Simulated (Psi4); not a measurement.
# TiH3O3F (SMILES [OH][Ti]([OH])([OH])[F]): a chain of runs, part 2 of 3

Psi4 1.11.

**3. A geometry optimisation at PBE0-D4/def2-TZVP (density fitting) (run 2)**

Contents of calc.py:

```python
import psi4

psi4.set_memory('3300 MB')
psi4.set_num_threads(2)
psi4.core.set_output_file('run.log', False)

geom = psi4.geometry("""
O     -0.915693     1.365125     0.698977
Ti     0.206556     0.304370    -0.216405
O      1.583895    -0.072022     0.873700
O     -0.644245    -1.211244    -0.654043
F      0.742605     1.053996    -1.729481
H     -1.857897     1.556850     0.557388
H      2.236521    -0.790975     0.820876
H     -1.080340    -1.899817    -0.125950
symmetry c1
""")

psi4.set_options({
    'scf_type': 'df',
    'geom_maxiter': 50,
    'max_force_g_convergence': 0.0002,
})

e, wfn = psi4.optimize("pbe0-d4/def2-TZVP", return_wfn=True)
print(f'total energy {e:.8f} hartree = {e * 27.211386:.5f} eV')
print(geom.to_string(dtype='xyz', units='Angstrom'))
```

Launch:

```console
python calc.py
```

run.log:

```text
gradient() will perform analytic gradient computation.

   => Loading Basis Set <=

    Name: DEF2-TZVP
    Role: ORBITAL
    Keyword: BASIS

   => PBE0-D4(BJ,EEQ)ATM: Empirical Dispersion <=

        a1 =       0.400856
        a2 =       5.029288
       alp =      16.000000
        s6 =       1.000000
        s8 =       1.200655
        s9 =       1.000000
        ga =       3.000000
        gc =       2.000000
        wf =       6.000000

         ---------------------------------------------------------
                                   SCF
                              RKS Reference
                        2 Threads,   3147 MiB Core
         ---------------------------------------------------------

  ==> Geometry <==

    Molecular point group: c1
    Full point group: C1

    Geometry (in Angstrom), charge = 0, multiplicity = 1:

       Center              X                  Y                   Z               Mass
    ------------   -----------------  -----------------  -----------------  -----------------
         O           -1.116518018384     1.070226121864     0.930235248453    15.994914619570
         TI           0.005730981616     0.009471121864     0.014853248453    47.947941980000
         O            1.383069981616    -0.366920878136     1.104958248453    15.994914619570
[... 4 lines of this table left out ...]
         H           -1.281165018384    -2.194715878136     0.105308248453     1.007825032230

  Running in c1 symmetry.

  Rotational constants: A =      0.11103  B =      0.10832  C =      0.10549 [cm^-1]
  Rotational constants: A =   3328.51198  B =   3247.39874  C =   3162.38969 [MHz]
  Nuclear repulsion =  327.274460548327284

  Charge       = 0
  Multiplicity = 1
  Electrons    = 58
  Nalpha       = 29
  Nbeta        = 29

  ==> Algorithm <==

  SCF Algorithm Type is DF.
  DIIS enabled.
  MOM disabled.
  Fractional occupation disabled.
  Guess Type is SAD.
  Energy threshold   = 1.00e-08
  Density threshold  = 1.00e-08
  Integral threshold = 1.00e-12

  ==> Primary Basis <==

  Basis Set: DEF2-TZVP
    Blend: DEF2-TZVP
    Number of shells: 71
    Number of basis functions: 187
    Number of Cartesian functions: 214
    Spherical Harmonics?: true
    Max angular momentum: 3

  ==> DFT Potential <==

   => LibXC <=

    Version 7.1.2

   => Composite Functional: PBE0-D4BJEEQATM <=

    PBE0-d4bjeeqatm Hyb-GGA Exchange-Correlation Functional

    Deriv               =              1
    GGA                 =           TRUE
    Meta                =          FALSE

    Exchange Hybrid     =           TRUE
    MP2 Hybrid          =          FALSE

   => Exchange Functionals <=

    0.7500   Perdew, Burke & Ernzerhof

   => Exact (HF) Exchange <=

    0.2500               HF

   => Correlation Functionals <=

    1.0000   Perdew, Burke & Ernzerhof

   => LibXC Density Thresholds  <==

    XC_HYB_GGA_XC_PBEH:  1.00E-15

   => Molecular Quadrature <=

    Radial Scheme          =       TREUTLER
    Pruning Scheme         =           NONE
    Nuclear Scheme         =       TREUTLER

    Blocking Scheme        =         OCTREE
    BS radius alpha        =              1
    Pruning alpha          =              1
    Radial Points          =             75
    Spherical Points       =            302
    Total Points           =         174422
    Total Blocks           =           1357
    Max Points             =            256
    Max Functions          =            179
    Weights Tolerance      =       1.00E-15

   => Loading Basis Set <=

    Name: (DEF2-TZVP AUX)
    Role: JKFIT
    Keyword: DF_BASIS_SCF

  ==> Integral Setup <==

  DFHelper Memory: AOs need 0.169 GiB; user supplied 1.706 GiB.
  SCF_SUBTYPE=INCORE selected. In-core MEM_DF algorithm will be used.
  Using in-core AOs.

  ==> MemDFJK: Density-Fitted J/K Matrices <==

    J tasked:                   Yes
    K tasked:                   Yes
    wK tasked:                   No
    Memory [MiB]:              1746
    Algorithm:                 Core
    Schwarz Cutoff:           1E-12
    Mask sparsity (%):       4.4954
    Fitting Condition:        1E-10

   => Auxiliary Basis Set <=

  Basis Set: (DEF2-TZVP AUX)
    Blend: DEF2-UNIVERSAL-JKFIT
    Number of shells: 176
    Number of basis functions: 626
    Number of Cartesian functions: 809
    Spherical Harmonics?: true
    Max angular momentum: 6

  Cached 100.0% of DFT collocation blocks in 0.599 [GiB].

  Minimum eigenvalue in the overlap matrix is 2.9195873917E-03.
  Reciprocal condition number of the overlap matrix is 5.3306061338E-04.
    Using symmetric orthogonalization.

  ==> Pre-Iterations <==

  SCF Guess: Superposition of Atomic Densities via on-the-fly atomic UHF (no occupation information).

   -------------------------
    Irrep   Nso     Nmo
   -------------------------
     A        187     187
   -------------------------
    Total     187     187
   -------------------------

  ==> Iterations <==

                           Total Energy        Delta E     RMS |[F,P]|

[... 8 lines left out ...]
   @DF-RKS iter   8: -1176.64246006514168   -4.99082e-06   2.62577e-06 DIIS
[... 42 lines left out ...]
    Nuclear Repulsion Energy =            327.2744605483272835
[... 96 lines left out ...]
    Weights Tolerance      =       1.00E-15
[... 199 lines left out ...]
   @DF-RKS iter   3: -1176.64306981859977   -7.11273e-05   1.98820e-05 DIIS
[... 20 lines left out ...]
  @DF-RKS Final Energy: -1176.64307478899718
[... 26 lines left out ...]
 Dipole Z            :         -2.6665876            3.1668657            0.5002781
[... 210 lines left out ...]
   @DF-RKS iter   2: -1176.64314607914594    7.94007e-06   3.12641e-05 DIIS
[... 20 lines left out ...]
  @DF-RKS Final Energy: -1176.64315843688928
[... 26 lines left out ...]
 Dipole Z            :         -2.6556072            3.1617322            0.5061250
[... 204 lines left out ...]
   @DF-RKS iter   2: -1176.64306886572058    1.13201e-04   1.13734e-04 ADIIS/DIIS
[... 15 lines left out ...]
    Final Occupation by Irrep:
[... 31 lines left out ...]
 Dipole Y            :          1.5884553           -2.4891605           -0.9007052
[... 210 lines left out ...]
   @DF-RKS iter   1: -1176.64326203409360   -6.17972e-04   1.81003e-05 DIIS
[... 15 lines left out ...]
    Final Occupation by Irrep:
[... 31 lines left out ...]
 Dipole Y            :          1.5635799           -2.4629749           -0.8993950
[... 204 lines left out ...]
   @DF-RKS iter   1: -1176.64329600567271    4.19203e-04   1.97368e-05 DIIS
[... 9 lines left out ...]
  Energy and wave function converged.
[... 37 lines left out ...]
 Dipole X            :          1.0686347           -1.6199893           -0.5513546
[... 193 lines left out ...]
   @DF-RKS iter   0: -1176.64387909661878   -1.17664e+03   7.31345e-05
[... 9 lines left out ...]
  Energy and wave function converged.
[... 37 lines left out ...]
 Dipole X            :          1.0742874           -1.6200009           -0.5457135
[... 193 lines left out ...]
   @DF-RKS iter   0: -1176.64335249615283   -1.17664e+03   3.17194e-05
[... 15 lines left out ...]
    Final Occupation by Irrep:
[... 31 lines left out ...]
 Dipole Y            :          1.5520383           -2.4306331           -0.8785948
[... 193 lines left out ...]
   @DF-RKS iter   1: -1176.64334068438166   -3.71572e-04   1.12263e-05 DIIS
[... 15 lines left out ...]
    Final Occupation by Irrep:
[... 31 lines left out ...]
 Dipole Y            :          1.5479402           -2.4181998           -0.8702596
[... 219 lines left out ...]
   @DF-RKS iter   1: -1176.64340670824686    2.88410e-04   1.00918e-05 DIIS
[... 15 lines left out ...]
    Final Occupation by Irrep:
[... 31 lines left out ...]
 Dipole Y            :          1.5161981           -2.3309578           -0.8147597
[... 204 lines left out ...]
   @DF-RKS iter   1: -1176.64341323529220   -2.52115e-04   1.37505e-05 DIIS
[... 9 lines left out ...]
  Energy and wave function converged.
[... 37 lines left out ...]
 Dipole X            :          1.0569128           -1.5362870           -0.4793742
[... 193 lines left out ...]
   @DF-RKS iter   0: -1176.64176044133114   -1.17664e+03   1.82886e-04
[... 9 lines left out ...]
   @DF-RKS iter  10: -1176.64343942159098   -2.72848e-12   2.97210e-09 DIIS
[... 23 lines left out ...]
    Total Energy =                      -1176.6434394215909833
[... 206 lines left out ...]
                           Total Energy        Delta E     RMS |[F,P]|
[... 10 lines left out ...]
   @DF-RKS iter   9: -1176.64344959800542   -8.86757e-12   1.90717e-09 DIIS
[... 23 lines left out ...]
    Total Energy =                      -1176.6434495980054180
[... 217 lines left out ...]
                           Total Energy        Delta E     RMS |[F,P]|
[... 10 lines left out ...]
  Energy and wave function converged.
[... 37 lines left out ...]
 Dipole X            :          1.0701705           -1.4997632           -0.4295927
[... 193 lines left out ...]
   @DF-RKS iter   0: -1176.64354696302712   -1.17664e+03   2.78775e-05
[... 9 lines left out ...]
  Energy and wave function converged.
[... 17 lines left out ...]
    Virtual:

      30A     -0.064491    31A     -0.047567    32A     -0.021482
      33A     -0.014211    34A     -0.007992    35A     -0.002604
      36A      0.054829    37A      0.062814    38A      0.108782
[... 49 lines of this table left out ...]
     186A     43.664075   187A     57.071042

    Final Occupation by Irrep:
              A
    DOCC [    29 ]
    NA   [    29 ]
    NB   [    29 ]

  @DF-RKS Final Energy: -1176.64345921805034

   => Energetics <=

    Nuclear Repulsion Energy =            328.2402742352395535
    One-Electron Energy =               -2270.7529787700614179
    Two-Electron Energy =                 825.6330625762383306
    DFT Exchange-Correlation Energy =     -59.7591852050892385
    Empirical Dispersion Energy =          -0.0046320543775205
    VV10 Nonlocal Energy =                  0.0000000000000000
    Total Energy =                      -1176.6434592180498839

Computation Completed

Properties will be evaluated at   0.000000,   0.000000,   0.000000 [a0]

Properties computed using the SCF density matrix

 Multipole Moments:

 ------------------------------------------------------------------------------------
     Multipole            Electronic (a.u.)      Nuclear  (a.u.)        Total (a.u.)
 ------------------------------------------------------------------------------------

 L = 1.  Multiply by 2.5417464519 to convert [e a0] to [Debye]
 Dipole X            :          1.0734815           -1.5068970           -0.4334155
 Dipole Y            :          1.5486815           -2.2653711           -0.7166896
 Dipole Z            :         -2.5481599            2.9244754            0.3763155
 Magnitude           :                                                    0.9182082

 ------------------------------------------------------------------------------------

	total time  =         46 seconds =       0.77 minutes

         ------------------------------------------------------------
                                   SCF GRAD
         ------------------------------------------------------------

  ==> Geometry <==

    Molecular point group: c1
    Full point group: C1

    Geometry (in Angstrom), charge = 0, multiplicity = 1:

       Center              X                  Y                   Z               Mass
    ------------   -----------------  -----------------  -----------------  -----------------
         O           -1.101526708387     1.076471481770     0.933063259582    15.994914619570
         TI          -0.002382718625    -0.001152289289     0.022116101160    47.947941980000
         O            1.373421097296    -0.365858396384     1.106500085474    15.994914619570
[... 4 lines of this table left out ...]
         H           -1.282541279851    -2.236439916699    -0.029573531249     1.007825032230

  Nuclear repulsion =  328.240274235239497

   => Molecular Quadrature <=

    Radial Scheme          =       TREUTLER
    Pruning Scheme         =           NONE
    Nuclear Scheme         =       TREUTLER

    Blocking Scheme        =         OCTREE
    BS radius alpha        =              1
    Pruning alpha          =              1
    Radial Points          =             75
    Spherical Points       =            302
    Total Points           =         174332
    Total Blocks           =           1346
    Max Points             =            256
    Max Functions          =            179
    Weights Tolerance      =       1.00E-15

  -Total Gradient:
     Atom            X                  Y                   Z
    ------   -----------------  -----------------  -----------------
       1       -0.000011663640    -0.000027349951    -0.000022116745
       2        0.000014178333    -0.000040122334    -0.000154913959
       3        0.000044963809    -0.000012857167     0.000137513671
[... 4 lines of this table left out ...]
       8       -0.000056713337     0.000024320255    -0.000089043120

	total time  =         16 seconds =       0.27 minutes

    			-----------------------------------------

    			 OPTKING 3.0: for geometry optimizations

    			        with contributions from

    			-----------------------------------------

	                            ===> Fragment 1 <==

	 Z (Atomic Numbers)          Masses                          Geom
	       8.000000            15.994915         -2.08158380  2.03423628  1.76323402
	      22.000000            47.947942         -0.00450269 -0.00217751  0.04179337
	       8.000000            15.994915          2.59538973 -0.69137217  2.09098212
[... 4 lines of this table left out ...]
	       1.000000             1.007825         -2.42365176 -4.22625894 -0.05588587

	 - Coordinate -           - BOHR/RAD -       - ANG/DEG -
	 R(1,2)           =         3.380030           1.788635
	 R(1,6)           =         1.809690           0.957647
	 R(2,3)           =         3.381361           1.789339
[... 21 lines of this table left out ...]
	 D(5,2,4,8)       =        -3.167154        -181.464575

	        --- Internal Coordinate Step in ANG or DEG, aJ/ANG or AJ/DEG ---
	-------------------------------------------------------------------------------
	           Coordinate      Previous         Force          Change          New
	           ----------      --------        ------          ------        ------
	               R(1,2)       1.78864       -0.00013        0.00023       1.78887
	               R(1,6)       0.95765        0.00007        0.00002       0.95767
	               R(2,3)       1.78934       -0.00093       -0.00049       1.78885
[... 21 lines of this table left out ...]
	           D(5,2,4,8)    -181.46458       -0.00001       -0.13975    -181.60433
	-------------------------------------------------------------------------------

	                                 ==> Convergence Check <==

	Measures of convergence in internal coordinates in au.

	Criteria marked as inactive (o), active & met (*), and active & unmet ( ).

	----------------------------------------------------------------------------------------------
	   Step    Total Energy     Delta E     Max Force     RMS Force      Max Disp      RMS Disp
	----------------------------------------------------------------------------------------------
	  Convergence Criteria              o    2.00e-04 *             o             o             o
	----------------------------------------------------------------------------------------------
	    18   -1176.64345922   -2.30e-06 o    1.15e-04 *    5.36e-05 o    4.32e-03 o    2.02e-03 o  ~
	----------------------------------------------------------------------------------------------

Next Geometry in Ang
	Fragment 1 (Ang)

	    O  -1.1021979285   1.0763625360   0.9336495859
	   Ti  -0.0022826257  -0.0000791441   0.0217752415
	    O   1.3735930539  -0.3657000497   1.1049440281
[... 4 lines of this table left out ...]
	    H  -1.2817278919  -2.2338616856  -0.0270943200

    Final optimized geometry and variables:
    Molecular point group: c1
    Full point group: C1

    Geometry (in Angstrom), charge = 0, multiplicity = 1:

    O           -1.101526708387     1.076471481770     0.933063259582
    TI          -0.002382718625    -0.001152289289     0.022116101160
    O            1.373421097296    -0.365858396384     1.106500085474
[... 4 lines of this table left out ...]
    H           -1.282541279851    -2.236439916699    -0.029573531249

[set-up sections that repeat, and orbital energies of the middle runs, are left out above]
```

On the terminal:

```text
Some dependencies such as QCElemental have not yet finished migration to pydantic v2. If issues are encountered please downgrade pydantic or upgrade QCElemental as appropriate
	Unable to completely converge to displaced geometry.
	RMS(dx):  2.310e-06 	Max(dx):  5.517e-06 	RMS(dq):  1.290e-05
	Previous geometry is closer to target in internal coordinates, so using that one.

	Best geometry has RMS(Delta(q)) = 1.29e-05

	Previous geometry is closer to target in internal coordinates, so using that one.

	Best geometry has RMS(Delta(q)) = 6.45e-05

	Previous geometry is closer to target in internal coordinates, so using that one.

	Best geometry has RMS(Delta(q)) = 1.85e-06

	Previous geometry is closer to target in internal coordinates, so using that one.

	Best geometry has RMS(Delta(q)) = 1.54e-06

	Energy ratio indicates iffy step.
	Intrafrag trust radius decreased to   0.25.
	Previous geometry is closer to target in internal coordinates, so using that one.

	Best geometry has RMS(Delta(q)) = 2.94e-06

Optimizer: Optimization complete!
total energy -1176.64345922 hartree = -32018.09935 eV
8
0 1 FH3O3Ti
O                    -1.101526708387     1.076471481770     0.933063259582
Ti                   -0.002382718625    -0.001152289289     0.022116101160
O                     1.373421097296    -0.365858396384     1.106500085474
O                    -0.843934575724    -1.502419499227    -0.458016279229
F                     0.544186787315     0.757326610058    -1.478152366705
H                    -1.952559966525     1.470771620132     0.739783282308
H                     2.168745931282    -0.889252275798     1.001796523295
H                    -1.282541279851    -2.236439916699    -0.029573531249
```

It took 14 min on 2 threads of Intel Xeon at 2.50GHz (Skylake/Cascade Lake), shared host; peak memory 1.3 GiB.

The path in brief:

| step | energy from the first frame kept (eV) | largest force (eV/Å) |
| --- | --- | --- |
| 0 | 0.0000 | 0.7120 |
| 1 | -0.0167 | 0.0569 |
| 2 | -0.0190 | 0.0863 |
| 3 | -0.0210 | 0.0908 |
| 4 | -0.0219 | 0.0672 |
| 5 | -0.0229 | 0.0844 |
| 6 | -0.0233 | 0.0440 |
| 7 | -0.0235 | 0.0285 |
| 8 | -0.0240 | 0.0393 |
| 9 | -0.0252 | 0.0659 |
| 10 | -0.0257 | 0.0352 |
| 11 | -0.0258 | 0.0224 |
| 12 | -0.0258 | 0.0548 |
| 13 | -0.0260 | 0.0663 |
| 14 | -0.0266 | 0.0510 |
| 15 | -0.0269 | 0.0182 |
| 16 | -0.0271 | 0.0203 |
| 17 | -0.0272 | 0.0083 |

After the run. Bond lengths: O1–Ti2 1.789 Å, Ti2–O3 1.789 Å, Ti2–O4 1.787 Å, Ti2–F5 1.768 Å, O1–H6 0.958 Å, O3–H7 0.958 Å, O4–H8 0.956 Å. Angles: O1–Ti2–O3 106.7°, O1–Ti2–O4 110.7°, O1–Ti2–F5 111.3°, O3–Ti2–O4 110.7°, O3–Ti2–F5 111.3°, O4–Ti2–F5 106.1°, Ti2–O1–H6 133.7°, Ti2–O3–H7 133.1°, Ti2–O4–H8 137.8°.

Runs 3 to 5 aren't shown in full; the table further down has their settings and results.

(Continued in part 3 of 3.)
